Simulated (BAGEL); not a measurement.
**CH4GeO2 (SMILES O=C[O][GeH3]): HF/6-31G(d) (density fitting with qzvpp-jkfit, spherical functions)**

What is the energy change on altering one bond length of CH4GeO2 at HF/6-31G* (density fitting with qzvpp-jkfit, spherical functions)? 

Program for the calculation: BAGEL 1.2.2.

8 further runs of the same task are left out: 5 that didn't finish, 3 set aside as unsound or not needed.

## 1. The molecule

CH4GeO2: 8 atoms, total charge 0, spin state singlet. SMILES: `O=C[O][GeH3]`. The coordinates come from a PBE0-D4/def2-TZVP relaxation. This is one conformer, not always the lowest.

Bond lengths: O1–C2 1.203 Å, C2–O3 1.318 Å, O3–Ge4 1.840 Å, C2–H5 1.101 Å, Ge4–H6 1.528 Å, Ge4–H7 1.528 Å, Ge4–H8 1.531 Å. Angles: O1–C2–O3 124.7°, C2–O3–Ge4 113.7°, O1–C2–H5 123.7°, O3–C2–H5 111.6°, O3–Ge4–H6 108.6°, O3–Ge4–H7 108.6°, O3–Ge4–H8 100.3°, H6–Ge4–H7 113.7°, H6–Ge4–H8 112.4°, H7–Ge4–H8 112.4°.

## 2. A single-point energy at HF/6-31G(d) (density fitting with qzvpp-jkfit, spherical functions)

job.json

```json
{ "bagel" : [

{
  "title" : "molecule",
  "basis" : "6-31gs.json",
  "df_basis" : "qzvpp-jkfit",
  "angstrom" : true,
  "geometry" : [
    { "atom" : "O", "xyz" : [       1.249800,      -0.737800,       1.111600 ] },
    { "atom" : "C", "xyz" : [       1.395900,       0.277800,       0.484100 ] },
    { "atom" : "O", "xyz" : [       0.493200,       0.797800,      -0.322800 ] },
    { "atom" : "Ge", "xyz" : [      -1.061900,      -0.180000,      -0.421000 ] },
    { "atom" : "H", "xyz" : [       2.310300,       0.889700,       0.516800 ] },
    { "atom" : "H", "xyz" : [      -1.700900,      -0.218500,       0.966900 ] },
    { "atom" : "H", "xyz" : [      -0.732900,      -1.562300,      -0.983900 ] },
    { "atom" : "H", "xyz" : [      -1.861500,       0.676100,      -1.407500 ] }
  ]
},

{
  "title" : "hf"
},

{
  "title" : "print",
  "file" : "orbitals.molden",
  "orbitals" : true
}

]}
```

The basis set 6-31G* is read from a file made from the Basis Set Exchange's data (not shown).

Run with:

```bash
$ BAGEL_NUM_THREADS=1 BAGEL job.json > job.out
```

Output:

```text
* using 1 threads per process

  ===============================================================
  ===============================================================

  *** Geometry ***

  { "atom" : "O", "xyz" : [      2.361780,     -1.394240,      2.100620 ] },
  { "atom" : "C", "xyz" : [      2.637869,      0.524966,      0.914816 ] },
  { "atom" : "O", "xyz" : [      0.932013,      1.507624,     -0.610004 ] },
  { "atom" : "Ge", "xyz" : [     -2.006700,     -0.340151,     -0.795575 ] },
  { "atom" : "H", "xyz" : [      4.365834,      1.681289,      0.976610 ] },
  { "atom" : "H", "xyz" : [     -3.214235,     -0.412905,      1.827176 ] },
  { "atom" : "H", "xyz" : [     -1.384980,     -2.952319,     -1.859302 ] },
  { "atom" : "H", "xyz" : [     -3.517725,      1.277644,     -2.659790 ] },

  Number of auxiliary basis functions:      567

  Since a DF basis is specified, we compute 2- and 3-index integrals:
    o Being stored without compression. Storage requirement is 0.031 GB

  Number of basis functions:       82
  Number of electrons      :       58

    * METHOD: MOLECULE                             0.32

  *** RHF ***

  === Nuclear Repulsion ===
   272.5911180305

      * DIIS with orbital gradients will be used.

  === RHF iteration (6-31gs.json) ===
      0      -2264.78024630          0.02117742           0.11
      1      -2264.92052254          0.01489847           0.11
      2      -2265.01108819          0.00144577           0.10
      3      -2265.01260002          0.00070283           0.11
      4      -2265.01286053          0.00018732           0.11
      5      -2265.01290943          0.00009726           0.11
      6      -2265.01292206          0.00003990           0.11
      7      -2265.01292491          0.00000816           0.11
      8      -2265.01292497          0.00000337           0.11
      9      -2265.01292497          0.00000137           0.11
     10      -2265.01292497          0.00000046           0.11
     11      -2265.01292497          0.00000017           0.11
     12      -2265.01292497          0.00000005           0.11
     13      -2265.01292497          0.00000002           0.11
     14      -2265.01292497          0.00000001           0.11
    * SCF iteration converged.

    * Permanent dipole moment:
           (    0.459902,    -0.329553,     0.455547) a.u.

    * METHOD: HF                                   1.89

    * METHOD: PRINT                                0.01

  ===============================================================
```

It took 2.4 s on 1 thread of Arm Neoverse V2, shared host; peak memory 0.14 GiB.

## 3. The distorted shape

hf.json

```json
{ "bagel": [

{
  "title": "molecule",
  "basis": "6-31gs.json",
  "df_basis": "qzvpp-jkfit",
  "angstrom": true,
  "geometry": [
    { "atom": "O", "xyz": [       2.493920,       0.044465,       1.190163 ] },
    { "atom": "C", "xyz": [       2.640020,       1.060065,       0.562663 ] },
    { "atom": "O", "xyz": [       1.737320,       1.580065,      -0.244237 ] },
    { "atom": "Ge", "xyz": [      -1.061900,      -0.180000,      -0.421000 ] },
    { "atom": "H", "xyz": [       3.554420,       1.671965,       0.595363 ] },
    { "atom": "H", "xyz": [      -1.700900,      -0.218500,       0.966900 ] },
    { "atom": "H", "xyz": [      -0.732900,      -1.562300,      -0.983900 ] },
    { "atom": "H", "xyz": [      -1.861500,       0.676100,      -1.407500 ] }
  ]
},

{ "title": "hf" },

{ "title": "print", "file": "orbitals.molden", "orbitals": true }

]}
```

The basis set 6-31G* is read from a file made from the Basis Set Exchange's data (not shown).

Run with:

```bash
$ BAGEL_NUM_THREADS=1 BAGEL hf.json > hf.out
```

Output:

```text
* using 1 threads per process

  ===============================================================
  ===============================================================

  *** Geometry ***

  { "atom" : "O", "xyz" : [      4.712826,      0.084027,      2.249082 ] },
  { "atom" : "C", "xyz" : [      4.988915,      2.003233,      1.063279 ] },
  { "atom" : "O", "xyz" : [      3.283059,      2.985890,     -0.461541 ] },
  { "atom" : "Ge", "xyz" : [     -2.006700,     -0.340151,     -0.795575 ] },
  { "atom" : "H", "xyz" : [      6.716880,      3.159556,      1.125073 ] },
  { "atom" : "H", "xyz" : [     -3.214235,     -0.412905,      1.827176 ] },
  { "atom" : "H", "xyz" : [     -1.384980,     -2.952319,     -1.859302 ] },
  { "atom" : "H", "xyz" : [     -3.517725,      1.277644,     -2.659790 ] },

  Number of auxiliary basis functions:      567

  Since a DF basis is specified, we compute 2- and 3-index integrals:
    o Being stored without compression. Storage requirement is 0.031 GB

  Number of basis functions:       82
  Number of electrons      :       58

    * METHOD: MOLECULE                             0.29

  *** RHF ***

  === Nuclear Repulsion ===
   208.9394002171

      * DIIS with orbital gradients will be used.

  === RHF iteration (6-31gs.json) ===
      0      -2264.53777967          0.02252019           0.09
      1      -2264.64211742          0.02014444           0.08
      2      -2264.83931454          0.00360912           0.08
      3      -2264.84550588          0.00151103           0.08
      4      -2264.84699687          0.00020626           0.08
      5      -2264.84707241          0.00009478           0.08
      6      -2264.84708749          0.00004865           0.08
      7      -2264.84709094          0.00001409           0.08
      8      -2264.84709115          0.00000837           0.08
      9      -2264.84709122          0.00000220           0.08
     10      -2264.84709122          0.00000142           0.08
     11      -2264.84709123          0.00000058           0.08
     12      -2264.84709123          0.00000033           0.08
     13      -2264.84709123          0.00000018           0.08
     14      -2264.84709123          0.00000008           0.08
     15      -2264.84709123          0.00000004           0.08
     16      -2264.84709123          0.00000002           0.08
     17      -2264.84709123          0.00000001           0.08
     18      -2264.84709123          0.00000000           0.08
    * SCF iteration converged.

    * Permanent dipole moment:
           (    3.449441,     1.066077,     0.978041) a.u.

    * METHOD: HF                                   1.79

    * METHOD: PRINT                                0.01

  ===============================================================
```

Wall time 2.3 s (1 thread of Arm Neoverse V2, shared host); peak memory 0.14 GiB.

## 4. What came out

At HF/6-31G* (density fitting with qzvpp-jkfit, spherical functions):

| quantity | value |
| --- | --- |
| first shape: total energy | -2265.01292 Eh |
| first shape: dipole moment | 1.85 D |
| first shape: HOMO energy | -12.41 eV |
| first shape: LUMO energy | 3.01 eV |
| first shape: HOMO–LUMO gap | 15.42 eV |
| distorted shape: total energy | -2264.84709 Eh |
| distorted shape: dipole moment | 9.51 D |
| distorted shape: HOMO energy | -9.52 eV |
| distorted shape: LUMO energy | -1.81 eV |
| distorted shape: HOMO–LUMO gap | 7.71 eV |
| energy change with the O3–Ge4 bond stretched from 1.840 to 3.311 Å | 4.513 eV |

One bond (distorted shape) is far stretched, which a spin-restricted single reference describes badly; a broken-symmetry solution may lie lower. With the O3–Ge4 bond stretched from 1.840 to 3.311 Å the energy rises by 4.51 eV (104 kcal/mol). The first shape isn't relaxed at this level, so the change isn't measured from a minimum. A restricted reference can't describe the breaking bond well at this length.
